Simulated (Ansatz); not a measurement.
**LaGdBr2O2: a relaxation**

Wanted: a converged relaxation for LaGdBr2O2, and a check of what comes out. The structure is shown as the input types it.

Program: Ansatz 0.2.0. Level of theory: DFT PBEsol+U, scalar-relativistic, plane waves, PAW; settings changed (as first typed). These are calculated values, not measurements.

3 further runs of the same task are left out: 3 set aside as unsound or not needed. Runs told in other sessions of the task aren't counted.

**1. Starting point**

Symmetry: P4mm, No. 99, tetragonal system. Conventional cell: a = 4.048 Å, b = 4.048 Å, c = 8.076 Å, α = 90.00°, β = 90.00°, γ = 90.00°. Br (site symmetry 4mm) is surrounded by 4 La at 3.28 Å. Around Br (site symmetry 4mm) lie 4 Gd at 3.30 Å. Gd (site symmetry 4mm) is surrounded by 4 O at 2.32 Å and 4 Br at 3.30 Å. Around La (site symmetry 4mm) lie 4 O at 2.39 Å and 4 Br at 3.28 Å. O (site symmetry 2mm) has 2 Gd at 2.32 Å and 2 La at 2.39 Å in its first shell of neighbours.

As a file:

```xyz
6
Lattice="4.0480 0.0000 0.0000 0.0000 4.0480 0.0000 0.0000 0.0000 8.0762" Properties=species:S:1:pos:R:3 pbc="T T T"
Br    2.0240    2.0240    5.2426
Br    0.0000    0.0000    2.8057
Gd    2.0240    2.0240    1.1672
La    0.0000    0.0000    6.8513
O     2.0240    0.0000    0.0428
O     0.0000    2.0240    0.0428
```

**2. Running it**

File input.yaml:

```yaml
crystal:
  lattice:
    - [4.0480398, 0.0, 0.0]
    - [0.0, 4.0480398, 0.0]
    - [0.0, 0.0, 8.07616566]
  atoms:
    - { symbol: Br, position: [0.5, 0.5, 0.649147] }
    - { symbol: Br, position: [0.0, 0.0, 0.347403] }
    - { symbol: Gd, position: [0.5, 0.5, 0.144518], spin: 7.53 }
    - { symbol: La, position: [0.0, 0.0, 0.848337] }
    - { symbol: O, position: [0.5, 0.0, 0.005298] }
    - { symbol: O, position: [0.0, 0.5, 0.005298] }
basis:
  ecutwfc: 420
kpoints:
  mp_grid: { grid: [1, 1, 1] }
hamiltonian:
  xc: pbesol
  hubbard: { sites: [{ species: Gd, l: f, u_eff: 3.0 }] }
scf:
  occupations: { method: gaussian, width: 0.02 }
  lower_state_search: "off"
  max_iter: 60
output:
  forces: true
  eigenvalues: true
  stress: true
magnetization:
  spin_polarized: true
relax:
  adjacent_minimum: "off"
  f_tol: 0.005
  max_steps: 80
  cell: { stress_tol: 0.05 }
```

Launch:

```bash
$ ansatz run input.yaml --threads 8 --pin off --max-ram 14336MiB --backend cpu --events-out ev --progress --plain --runs-dir out
```

What happens when this is run?

The run converged and reported no error. Convergence says nothing about whether the input makes sense.

In the input, kpoints.mp_grid.grid is [1, 1, 1]. Band dispersion is ignored when only one k-point is used.

The test: set kpoints.mp_grid.grid to [6, 6, 4].
